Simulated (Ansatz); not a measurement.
# FGaH6Si: the cost of one run

Method: RKS PBE0-D4/def2-SVP; program: Ansatz 0.2.0.

### 1 Reference run: FGaH₆Si, relaxed

Contents of input.yaml:

```yaml
crystal:
  periodic: [false, false, false]
  atoms:
    - { symbol: Ga, position_ang: [-1.097709, -0.032969, -0.996794] }
    - { symbol: F, position_ang: [0.790253, -0.116014, -1.970901] }
    - { symbol: H, position_ang: [-1.703292, -1.47512, -1.044967] }
    - { symbol: H, position_ang: [-1.654793, 1.414501, -1.202939] }
    - { symbol: H, position_ang: [0.818633, -0.053772, -0.760771] }
    - { symbol: Si, position_ang: [0.63687, 0.044011, 1.101584] }
    - { symbol: H, position_ang: [1.483165, 1.254704, 1.386543] }
    - { symbol: H, position_ang: [1.343796, -1.207062, 1.545785] }
    - { symbol: H, position_ang: [-0.616923, 0.171621, 1.942561] }
basis:
  gaussian: { orbitals: def2-SVP }
hamiltonian:
  xc: pbe0
  dispersion: d4
output:
  forces: true
relax:
  f_tol: 0.02
  max_steps: 120
  constraints:
    - { distance: [0, 5] }
    - { distance: [1, 4] }
    - { distance: [0, 1] }
    - { distance: [4, 5] }
  escape_saddle: false
```

The run is started by

```
ansatz run input.yaml --threads 1 --pin off --max-ram 2560MiB --backend cpu --events-out ev --progress --plain --runs-dir out
```

What time and memory should one allow on 1 thread of Arm Neoverse V2, shared host?

About 15 s, with a peak of 0.2 GiB.
